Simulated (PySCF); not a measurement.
# GeNH2F2 (SMILES [NH2][Ge]([F])[F]) at UMP2/ANO-RCC-VDZP (sfX2C)

What is the vertical doublet–quartet gap of GeNH2F2 at UMP2/ANO-RCC-VDZP (sfX2C)? Input form: a Python script.

The calculation is run with PySCF 2.14.0.

2 further runs of the same task are left out: 1 that didn't finish, 1 set aside as unsound or not needed.

## (1) The molecule

GeNH2F2 has 6 atoms, charge 0, and is taken as a doublet. As SMILES, `[NH2][Ge]([F])[F]`. The shape is that of a PBE0-D4/def2-TZVP optimisation. This is one conformer, not always the lowest.

Bond lengths: N1–Ge2 1.835 Å, Ge2–F3 1.736 Å, Ge2–F4 1.736 Å, N1–H5 1.013 Å, N1–H6 1.013 Å. Angles: N1–Ge2–F3 105.1°, N1–Ge2–F4 105.2°, F3–Ge2–F4 106.0°, Ge2–N1–H5 113.8°, Ge2–N1–H6 113.8°, H5–N1–H6 109.2°.

## (2) A single-point energy at UMP2/ANO-RCC-VDZP (sfX2C)

File run.py:

```python
from pyscf import gto, mp

mol = gto.M(
    atom='''
N   -0.210000   0.851700  -0.337900
Ge  -0.063300  -0.777400   0.494800
F    1.530800  -0.792600   1.183100
F   -0.040400  -1.943900  -0.791100
H   -0.118800   1.641600   0.290300
H   -1.056300   0.956600  -0.885200
''',
    spin=1,
    verbose=4,
    max_memory=1860,
    basis='ano-rcc-vdzp',
)

calc0 = mol.UHF()
calc0 = calc0.sfx2c1e()
calc0.conv_tol = 1e-10
calc0.kernel()
if not calc0.converged:
    calc0 = calc0.newton().run(calc0.mo_coeff, calc0.mo_occ)

pt = mp.MP2(calc0, frozen=12).run()
energy = pt.e_tot
print('E(%s) = %.9f' % ('MP2', energy))
```

Run with:

```sh
$ OMP_NUM_THREADS=1 python run.py
```

Log:

```text
PySCF version 2.14.0

[INPUT] num. atoms = 6
[INPUT] num. electrons = 59
[INPUT] charge = 0
[INPUT] spin (= nelec alpha-beta = 2S) = 1
[INPUT] symmetry False subgroup None
[INPUT] Mole.unit = angstrom
[INPUT] Symbol           X                Y                Z      unit          X                Y                Z       unit  Magmom
[INPUT]  1 N     -0.210000000000   0.851700000000  -0.337900000000 AA   -0.396842486159   1.609479740292  -0.638538457491 Bohr   0.0
[INPUT]  2 Ge    -0.063300000000  -0.777400000000   0.494800000000 AA   -0.119619663685  -1.469073089237   0.935036486435 Bohr   0.0
[INPUT]  3 F      1.530800000000  -0.792600000000   1.183100000000 AA    2.892792751484  -1.497796926330   2.235734977973 Bohr   0.0
[INPUT]  4 F     -0.040400000000  -1.943900000000  -0.791100000000 AA   -0.076344935432  -3.673438613542  -1.494962337143 Bohr   0.0
[INPUT]  5 H     -0.118800000000   1.641600000000   0.290300000000 AA   -0.224499463598   3.102174406086   0.548587493961 Bohr   0.0
[INPUT]  6 H     -1.056300000000   0.956600000000  -0.885200000000 AA   -1.996117705378   1.807712010759  -1.672785565465 Bohr   0.0

nuclear repulsion = 306.301302969923
number of shells = 16
number of NR pGTOs = 349
number of NR cGTOs = 79
basis = ano-rcc-vdzp
ecp = {}

******** <class 'pyscf.x2c.sfx2c1e.sfX2C1eUHF'> ********
method = sfX2C1eUHF
initial guess = minao
damping factor = 0
level_shift factor = 0
DIIS = <class 'pyscf.scf.diis.CDIIS'>
diis_start_cycle = 1
diis_space = 8
diis_damp = 0
SCF conv_tol = 1e-10
SCF conv_tol_grad = None
SCF max_cycles = 50
direct_scf = True
direct_scf_tol = 1e-13
number electrons alpha = 30  beta = 29

******** <class 'pyscf.x2c.sfx2c1e.SpinFreeX2CHelper'> ********
approx = 1e
xuncontract = 1
Set gradient conv threshold to 1e-05
init E= -2351.91490884952
[... the frontier-level lines of each cycle are left out ...]

cycle= 1 E= -2351.81196691118  delta_E= 0.103  |g|= 0.502  |ddm|=  2.3
cycle= 2 E= -2351.88129737396  delta_E= -0.0693  |g|= 0.374  |ddm|= 0.664
cycle= 3 E= -2351.92765277328  delta_E= -0.0464  |g|= 0.0416  |ddm|= 0.235
cycle= 4 E= -2351.92981783679  delta_E= -0.00217  |g|= 0.0157  |ddm|= 0.124
cycle= 5 E= -2351.93021564824  delta_E= -0.000398  |g|= 0.00579  |ddm|= 0.0642
cycle= 6 E= -2351.93027269409  delta_E= -5.7e-05  |g|= 0.0033  |ddm|= 0.0202
cycle= 7 E= -2351.93029737206  delta_E= -2.47e-05  |g|= 0.00191  |ddm|= 0.0126
cycle= 8 E= -2351.9303142484  delta_E= -1.69e-05  |g|= 0.00104  |ddm|= 0.0137
cycle= 9 E= -2351.93031976657  delta_E= -5.52e-06  |g|= 0.000496  |ddm|= 0.00906
cycle= 10 E= -2351.93032083352  delta_E= -1.07e-06  |g|= 0.000268  |ddm|= 0.00385
cycle= 11 E= -2351.93032104628  delta_E= -2.13e-07  |g|= 0.000124  |ddm|= 0.00182
cycle= 12 E= -2351.93032108008  delta_E= -3.38e-08  |g|= 4.75e-05  |ddm|= 0.00054
cycle= 13 E= -2351.93032108492  delta_E= -4.84e-09  |g|= 1.42e-05  |ddm|= 0.000263
cycle= 14 E= -2351.93032108517  delta_E= -2.53e-10  |g|= 7.44e-06  |ddm|= 3.68e-05
cycle= 15 E= -2351.93032108522  delta_E= -4.37e-11  |g|= 3.09e-06  |ddm|= 1.72e-05
Extra cycle  E= -2351.93032108523  delta_E= -1.46e-11  |g|= 1.93e-06  |ddm|= 6.46e-06
converged SCF energy = -2351.93032108523  <S^2> = 0.76787722  2S+1 = 2.017798

******** <class 'pyscf.mp.ump2.UMP2'> ********
nocc = (np.int64(18), np.int64(17)), nmo = (67, 67)
frozen orbitals 12
E(UMP2) = -2352.75455401256  E_corr = -0.824232927323705
E(SCS-UMP2) = -2352.70436399574  E_corr = -0.774042910502271
E_corr(same-spin) = -0.248119156484049
E_corr(oppo-spin) = -0.576113770839657
E(MP2) = -2352.754554013
```

Wall time 14 s (1 thread of Arm Neoverse V2, shared host); peak memory 0.22 GiB.

## (3) The quartet, same level

File input.py:

```python
from pyscf import gto, scf, mp

system = gto.M(
    atom='''
N     -0.210000     0.851700    -0.337900
Ge    -0.063300    -0.777400     0.494800
F      1.530800    -0.792600     1.183100
F     -0.040400    -1.943900    -0.791100
H     -0.118800     1.641600     0.290300
H     -1.056300     0.956600    -0.885200
''',
    basis='ano-rcc-vdzp',
    max_memory=1860,
    spin=3,
    verbose=3,
)

calc0 = scf.UHF(system)
calc0 = calc0.sfx2c1e()
calc0.conv_tol = 1e-10
calc0.kernel()
if not calc0.converged:
    calc0 = calc0.newton().run(calc0.mo_coeff, calc0.mo_occ)

pt = mp.MP2(calc0, frozen=12).run()
e_tot = pt.e_tot
print(f'total energy: {e_tot:.8f} hartree')
```

Run with:

```sh
$ OMP_NUM_THREADS=1 python input.py
```

Log:

```text
WARN: HOMO 0.0649137248906735 >= LUMO -0.3444336330182

WARN: HOMO -0.185285773978754 >= LUMO -0.238816879872395

converged SCF energy = -2351.70389780387  <S^2> = 3.7637755  2S+1 = 4.0068819
E(UMP2) = -2352.49197749513  E_corr = -0.788079691255103
E(SCS-UMP2) = -2352.4411296168  E_corr = -0.737231812923978
total energy: -2352.49197750 hartree
```

Wall time 14 s (1 thread of Arm Neoverse V2, shared host); peak memory 0.22 GiB.

## (4) Summary of results

At UMP2/ANO-RCC-VDZP (sfX2C), 12 core orbitals frozen:

| quantity | value |
| --- | --- |
| doublet: total energy | -2352.75455 Eh |
| doublet: dipole moment (Hartree–Fock density) | 4.91 D |
| doublet: HOMO energy (Hartree–Fock orbitals) (highest over α and β) | -10.90 eV |
| doublet: LUMO energy (Hartree–Fock orbitals) (lowest over α and β) | -0.41 eV |
| doublet: correlation energy (12 core orbitals frozen) | -824.2 mEh |
| doublet: ⟨S²⟩ of the reference determinant | 0.768 |
| quartet: total energy | -2352.49198 Eh |
| quartet: dipole moment (Hartree–Fock density) | 3.02 D |
| quartet: HOMO energy (Hartree–Fock orbitals) (highest over α and β) | -4.10 eV |
| quartet: LUMO energy (Hartree–Fock orbitals) (lowest over α and β) | -3.13 eV |
| quartet: correlation energy (12 core orbitals frozen) | -788.1 mEh |
| quartet: ⟨S²⟩ of the reference determinant | 3.764 |
| vertical energy of the quartet above the doublet | 7.145 eV |

At this shape the quartet lies 7.15 eV (165 kcal/mol) above the doublet. Mulliken charges (doublet) of the mean-field density run from -0.65 on F3 to +1.68 on Ge2; they depend strongly on the basis.
